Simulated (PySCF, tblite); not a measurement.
# C₇H₁₄Ge: infrared bands, NMR shifts, electronic excitations and core binding energies at several levels of theory, part 2 of 3

tblite 0.8.0 and PySCF 2.14.0. Atoms count from 0. Earlier steps stand in the parts before.

## Step 5: NMR shieldings: PBE0/pcSseg-1

What the job is given:

```
{"job": {"kind": "nmr", "xc": "PBE0", "basis": "pcSseg-1"}, "charge": 0, "multiplicity": 1}
Ge    -2.737257     1.103933     0.020816
C     -2.004519    -0.649073    -0.386470
C     -1.571650    -1.599445     0.701981
C     -0.546838    -1.002876    -0.211750
C      0.456286    -0.007753     0.291125
C      1.173077     0.918163    -0.716570
C      2.456768     0.767330     0.120358
C      1.847342    -0.502007     0.744752
H     -2.284404     2.153326    -1.014251
H     -4.277125     1.029619    -0.000157
H     -2.293108     1.566914     1.422366
H     -2.492956    -1.116557    -1.248284
H     -1.820964    -2.658532     0.594104
H     -1.592540    -1.243259     1.737470
H     -0.143308    -1.675439    -0.979141
H      0.006503     0.599559     1.094775
H      1.269510     0.423091    -1.696444
H      0.762071     1.926588    -0.877527
H      2.552430     1.575774     0.861711
H      3.413855     0.672837    -0.413111
H      2.139353    -1.406021     0.185920
H      2.007014    -0.691148     1.817102
```

Level: GIAO PBE0/pcSseg-1 NMR shielding, non-relativistic, gas phase.

Standard output:

```text
coarse grid: 78288 points
cycle   1  E = -2351.1807384814  dE =  2.408e-01  |g| = 9.069e-01  |ddm| = 4.208e+00
cycle   2  E = -2351.1522500342  dE =  2.849e-02  |g| = 9.287e-01  |ddm| = 1.070e+00
cycle   3  E = -2351.2569432035  dE = -1.047e-01  |g| = 9.244e-02  |ddm| = 6.945e-01
cycle   4  E = -2351.2585332401  dE = -1.590e-03  |g| = 3.313e-02  |ddm| = 1.205e-01
cycle   5  E = -2351.2587803839  dE = -2.471e-04  |g| = 6.806e-03  |ddm| = 4.021e-02
cycle   6  E = -2351.2587908702  dE = -1.049e-05  |g| = 1.454e-03  |ddm| = 8.288e-03
cycle   7  E = -2351.2587913038  dE = -4.336e-07  |g| = 4.728e-04  |ddm| = 1.634e-03
final grid: 166704 points
cycle   8  E = -2351.2586668726  dE = -1.484e-07  |g| = 5.912e-04  |ddm| = 3.581e-03
cycle   9  E = -2351.2586668272  dE =  4.540e-08  |g| = 7.591e-04  |ddm| = 1.130e-03
cycle  10  E = -2351.2586669477  dE = -1.205e-07  |g| = 3.933e-05  |ddm| = 6.100e-04
cycle  11  E = -2351.2586669480  dE = -3.192e-10  |g| = 1.633e-05  |ddm| = 5.744e-05
converged SCF energy = -2351.2586669480

GIAO shielding tensors (ppm)
atom      isotropic    diamagn.    paramagn.     s11        s22        s33       span
  0 Ge    1538.839    2755.330   -1216.491   1448.829   1500.172   1667.516    218.687
  1 C      184.127     257.461     -73.334    153.042    178.669    220.670     67.628
  2 C      172.111     255.230     -83.119    145.339    165.353    205.641     60.302
  3 C      161.446     243.176     -81.730    134.586    142.992    206.761     72.175
  4 C      143.040     244.700    -101.660    127.011    139.206    162.904     35.894
  5 C      153.398     248.369     -94.972    138.375    148.027    173.792     35.417
  6 C      164.255     253.260     -89.005    152.181    167.044    173.541     21.360
  7 C      153.769     249.105     -95.336    140.510    147.005    173.791     33.281
  8 H       27.187      28.833      -1.646     20.310     23.529     37.720     17.410
  9 H       27.254      27.450      -0.196     20.782     21.968     39.012     18.230
 10 H       27.677      28.670      -0.993     20.971     24.504     37.557     16.586
 11 H       31.342      32.069      -0.727     23.313     27.964     42.750     19.437
 12 H       30.412      31.267      -0.855     24.812     25.548     40.875     16.063
 13 H       31.200      32.402      -1.202     26.095     29.138     38.366     12.271
 14 H       30.557      32.221      -1.664     23.481     29.278     38.910     15.429
 15 H       29.859      33.472      -3.613     25.028     31.303     33.247      8.219
 16 H       29.539      31.907      -2.367     26.468     29.186     32.964      6.496
 17 H       29.303      31.385      -2.082     24.748     28.392     34.768     10.021
 18 H       29.530      30.561      -1.030     26.357     27.143     35.090      8.733
 19 H       29.642      29.281       0.361     25.507     26.085     37.333     11.826
 20 H       29.577      31.313      -1.736     26.410     28.769     33.553      7.143
 21 H       29.299      30.348      -1.049     25.372     26.710     35.816     10.444
```

Wall time 87 s (1 thread of Arm Neoverse N1, shared host); peak memory 1.1 GiB.

The references, computed at this level on geometries of the same kind, shield at (ppm): 1H TMS 31.27, 13C TMS 184.4, 73Ge GeMe4 1330. Their shielding less the atom's gives the shift. The references are single molecules in the gas phase. Atoms listed in one row are averaged.

| atoms | environment | σ (ppm) | δ (ppm) |
| --- | --- | --- | --- |
| C4 | sp3 CH in a ring | 143.0 | 41.4 |
| C5 | sp3 CH2 in a ring | 153.4 | 31.0 |
| C7 | sp3 CH2 in a ring | 153.8 | 30.6 |
| C3 | three-membered-ring carbon | 161.4 | 23.0 |
| C6 | sp3 CH2 in a ring | 164.3 | 20.2 |
| C2 | three-membered-ring carbon | 172.1 | 12.3 |
| C1 | three-membered-ring carbon | 184.1 | 0.3 |
| H8, H9, H10 | hydrogen on a germanium bonded to C | 27.37 | 3.89 |
| H21 | hydrogen on an sp3 CH2 in a ring | 29.30 | 1.97 |
| H17 | hydrogen on an sp3 CH2 in a ring | 29.30 | 1.96 |
| H18 | hydrogen on an sp3 CH2 in a ring | 29.53 | 1.74 |
| H16 | hydrogen on an sp3 CH2 in a ring | 29.54 | 1.73 |
| H20 | hydrogen on an sp3 CH2 in a ring | 29.58 | 1.69 |
| H19 | hydrogen on an sp3 CH2 in a ring | 29.64 | 1.63 |
| H15 | hydrogen on an sp3 CH in a ring | 29.86 | 1.41 |
| H12 | hydrogen on a three-membered-ring carbon | 30.41 | 0.86 |
| H14 | hydrogen on a three-membered-ring carbon | 30.56 | 0.71 |
| H13 | hydrogen on a three-membered-ring carbon | 31.20 | 0.07 |
| H11 | hydrogen on a three-membered-ring carbon | 31.34 | -0.08 |
| Ge0 | germanium bonded to C, 3 H | 1539 | -209 |

The run also stored atomic charges by several schemes (e):

| atoms | Mulliken | IAO | Hirshfeld | ESP fit |
| --- | --- | --- | --- | --- |
| Ge0 | 0.30 | 0.47 | 0.30 | 0.15 |
| C1 | -0.50 | -0.38 | -0.13 | -0.14 |
| C2 | -0.12 | -0.28 | -0.09 | -0.31 |
| C3 | -0.13 | -0.12 | -0.04 | -0.37 |
| C4 | -0.32 | -0.10 | -0.02 | 0.28 |
| C5 | -0.14 | -0.26 | -0.07 | -0.26 |
| C6 | -0.23 | -0.26 | -0.07 | -0.06 |
| C7 | -0.13 | -0.26 | -0.07 | -0.25 |

Mayer bond orders: Ge0–C1 0.88, C1–C2 0.93, C2–C3 0.95, C3–C4 0.98, C4–C5 0.99, C5–C6 1.02, C6–C7 1.02, C3–C1 0.92, C7–C4 0.99.

Ring of atoms C1, C2, C3: NICS(0) -43.8, NICS(1) -8.5, NICS(1)zz -21.9 ppm (means of both faces).

In rings of three or four atoms NICS is ruled by the nearby σ bonds, so it says little on aromaticity.

Ring of atoms C4, C5, C6, C7: NICS(0) -2.2, NICS(1) -1.6, NICS(1)zz 3.9 ppm (means of both faces).

## Step 6: TDDFT and polarisability: B3LYP/def2-SVPD

Same as in step 5 but for these lines:

```diff
@@ -1,2 +1,2 @@
-{"job": {"kind": "nmr", "xc": "PBE0", "basis": "pcSseg-1"}, "charge": 0, "multiplicity": 1}
+{"job": {"kind": "uv", "xc": "B3LYP", "basis": "def2-SVPD", "ip": true}, "charge": 0, "multiplicity": 1}
 Ge    -2.737257     1.103933     0.020816
```

Level: TDDFT B3LYP/def2-SVPD, vertical, gas phase, core orbitals frozen in the response.

Standard output:

```text
coarse grid: 78288 points
cycle   1  E = -2351.6433786902  dE =  1.894e-01  |g| = 5.943e-01  |ddm| = 8.907e+00
cycle   2  E = -2351.5972933422  dE =  4.609e-02  |g| = 7.512e-01  |ddm| = 2.804e+00
cycle   3  E = -2351.7138473185  dE = -1.166e-01  |g| = 6.167e-02  |ddm| = 1.776e+00
cycle   4  E = -2351.7146255121  dE = -7.782e-04  |g| = 2.978e-02  |ddm| = 3.047e-01
cycle   5  E = -2351.7148093187  dE = -1.838e-04  |g| = 7.344e-03  |ddm| = 7.559e-02
cycle   6  E = -2351.7148221541  dE = -1.284e-05  |g| = 1.936e-03  |ddm| = 3.123e-02
cycle   7  E = -2351.7148229533  dE = -7.992e-07  |g| = 2.462e-04  |ddm| = 5.216e-03
final grid: 166704 points
cycle   8  E = -2351.7146555140  dE = -4.312e-07  |g| = 3.490e-04  |ddm| = 3.571e-02
cycle   9  E = -2351.7146554935  dE =  2.054e-08  |g| = 4.757e-04  |ddm| = 2.795e-03
cycle  10  E = -2351.7146555427  dE = -4.919e-08  |g| = 3.901e-05  |ddm| = 1.198e-03
cycle  11  E = -2351.7146555430  dE = -3.347e-10  |g| = 1.861e-05  |ddm| = 1.879e-04
converged SCF energy = -2351.7146555430

Static polarisability (au): isotropic 111.379, principal 95.731 110.479 127.926

Singlet excitations
state   eV       nm        f      main configurations
  1   6.9379    178.7   0.02658   H->L 0.96
  2   7.1246    174.0   0.00895   H-1->L 0.96
  3   7.2819    170.3   0.00348   H->L+2 0.66, H->L+1 0.27
  4   7.3787    168.0   0.05549   H->L+1 0.67, H->L+2 0.26
  5   7.4983    165.3   0.00340   H-1->L+1 0.48, H-1->L+2 0.43
  6   7.5532    164.1   0.01311   H-1->L+2 0.43, H-1->L+1 0.36, H->L+4 0.14
  7   7.5790    163.6   0.02111   H->L+4 0.82
  8   7.6276    162.5   0.01804   H->L+3 0.87
  9   7.7815    159.3   0.00177   H-1->L+4 0.55, H-1->L+3 0.29
 10   7.8059    158.8   0.04029   H-1->L+3 0.43, H-1->L+4 0.33, H->L+6 0.12

Triplet excitations (Tamm-Dancoff, eV): 6.8325 6.9988 7.1462 7.1924
Vertical ionisation energy (delta-SCF) = 9.3915 eV
```

It took 16 min on 1 thread of Arm Neoverse N1, shared host; peak memory 1.2 GiB.

The orbitals next to the gap, with their largest atomic shares:

| orbital | eV | atoms |
| --- | --- | --- |
| HOMO−3 | -8.63 | C7 17 %, C5 15 %, C6 15 % |
| HOMO−2 | -8.41 | C1 15 %, Ge0 13 %, C4 11 % |
| HOMO−1 | -7.72 | C1 23 %, C2 17 %, C3 10 % |
| HOMO | -7.52 | C3 24 %, C2 16 %, C1 15 % |
| LUMO | 0.20 | Ge0 37 %, H9 10 %, H8 9 % |
| LUMO+1 | 0.66 | Ge0 24 %, H10 7 %, H20 6 % |
| LUMO+2 | 0.70 | H14 15 %, H11 14 %, C1 10 % |

With each of the 10 states as a Gaussian band of 0.4 eV half-width at 1/e, the curve within the window shown has maxima at 165 nm (ε 5,600) L/(mol cm). Beyond the last state computed it falls off for lack of states. The curve at chosen wavelengths:

(nm, ε (L/mol/cm)): (153, 1470), (155, 2312), (156, 2781), (158, 3732), (160, 4582), (161, 4928), (163, 5402), (165, 5554), (166, 5512), (168, 5229), (170, 4753), (171, 4472), (173, 3875), (175, 3282), (177, 2730), (178, 2473), (180, 2000), (182, 1580), (183, 1390), (185, 1050), (187, 766), (188, 645), (190, 444), (192, 294), (193, 235), (195, 147)

Ground-state properties from the same run:

| property | computed |
| --- | --- |
| dipole moment (D) | 0.85 |
| polarisability (Å³) | 16.50 |
| HOMO–LUMO gap (eV) | 7.72 |
| −ε(HOMO) (eV) | 7.52 |

## Step 7: Shielding tensors: wB97X-D/pcSseg-1

Same as in step 6 but for these lines:

```diff
@@ -1,2 +1,2 @@
-{"job": {"kind": "uv", "xc": "B3LYP", "basis": "def2-SVPD", "ip": true}, "charge": 0, "multiplicity": 1}
+{"job": {"kind": "nmr", "xc": "wB97X-D", "basis": "pcSseg-1", "pop": false}, "charge": 0, "multiplicity": 1}
 Ge    -2.737257     1.103933     0.020816
```

Method: GIAO wB97X-D/pcSseg-1 NMR shielding, non-relativistic, gas phase.

Standard output:

```text
coarse grid: 78288 points
cycle   1  E = -2351.7837655685  dE =  5.770e-01  |g| = 8.287e-01  |ddm| = 4.173e+00
cycle   2  E = -2351.7991450368  dE = -1.538e-02  |g| = 7.104e-01  |ddm| = 7.068e-01
cycle   3  E = -2351.8380484704  dE = -3.890e-02  |g| = 6.302e-02  |ddm| = 3.681e-01
cycle   4  E = -2351.8384524142  dE = -4.039e-04  |g| = 8.944e-03  |ddm| = 4.795e-02
cycle   5  E = -2351.8384693635  dE = -1.695e-05  |g| = 4.946e-03  |ddm| = 1.380e-02
cycle   6  E = -2351.8384755739  dE = -6.210e-06  |g| = 5.470e-04  |ddm| = 5.334e-03
final grid: 166704 points
cycle   7  E = -2351.8375102767  dE = -3.612e-06  |g| = 8.519e-04  |ddm| = 4.405e-03
cycle   8  E = -2351.8375103669  dE = -9.025e-08  |g| = 6.557e-04  |ddm| = 1.297e-03
cycle   9  E = -2351.8375104522  dE = -8.526e-08  |g| = 1.194e-04  |ddm| = 5.530e-04
cycle  10  E = -2351.8375104554  dE = -3.267e-09  |g| = 2.594e-05  |ddm| = 1.388e-04
cycle  11  E = -2351.8375104556  dE = -2.001e-10  |g| = 1.163e-05  |ddm| = 5.105e-05
converged SCF energy = -2351.8375104556

GIAO shielding tensors (ppm)
atom      isotropic    diamagn.    paramagn.     s11        s22        s33       span
  0 Ge    1538.391    2755.032   -1216.642   1448.852   1499.110   1667.210    218.359
  1 C      185.463     258.307     -72.844    154.556    179.905    221.929     67.373
  2 C      172.476     255.368     -82.892    145.945    165.348    206.134     60.189
  3 C      162.274     243.896     -81.622    135.760    143.784    207.280     71.520
  4 C      144.479     245.332    -100.853    129.141    140.201    164.095     34.954
  5 C      154.321     248.645     -94.324    140.068    148.778    174.117     34.049
  6 C      164.880     253.371     -88.491    153.097    167.827    173.715     20.618
  7 C      154.549     249.263     -94.714    141.825    147.763    174.059     32.233
  8 H       27.338      29.036      -1.697     20.461     23.693     37.860     17.400
  9 H       27.396      27.505      -0.109     20.922     22.114     39.153     18.231
 10 H       27.823      28.938      -1.115     21.138     24.641     37.691     16.553
 11 H       31.563      32.112      -0.549     23.573     28.134     42.982     19.409
 12 H       30.563      31.335      -0.772     24.983     25.668     41.039     16.056
 13 H       31.322      32.649      -1.327     26.226     29.202     38.539     12.313
 14 H       30.719      32.420      -1.701     23.641     29.415     39.100     15.460
 15 H       30.076      33.992      -3.917     25.202     31.607     33.418      8.216
 16 H       29.696      32.166      -2.470     26.613     29.266     33.210      6.597
 17 H       29.464      31.602      -2.138     24.889     28.548     34.956     10.067
 18 H       29.685      30.691      -1.006     26.453     27.283     35.320      8.868
 19 H       29.781      29.330       0.451     25.652     26.214     37.478     11.825
 20 H       29.722      31.496      -1.773     26.544     28.854     33.768      7.224
 21 H       29.458      30.455      -0.996     25.515     26.870     35.990     10.475
```

It took 1.9 min on 1 thread of Arm Neoverse N1, shared host; peak memory 1.2 GiB.

In short: δ C4 40.1, C5 30.2, C7 30.0, C3 22.3, H8 3.86, H21 1.92 ppm (means over like atoms).

(Continued in part 3 of 3.)
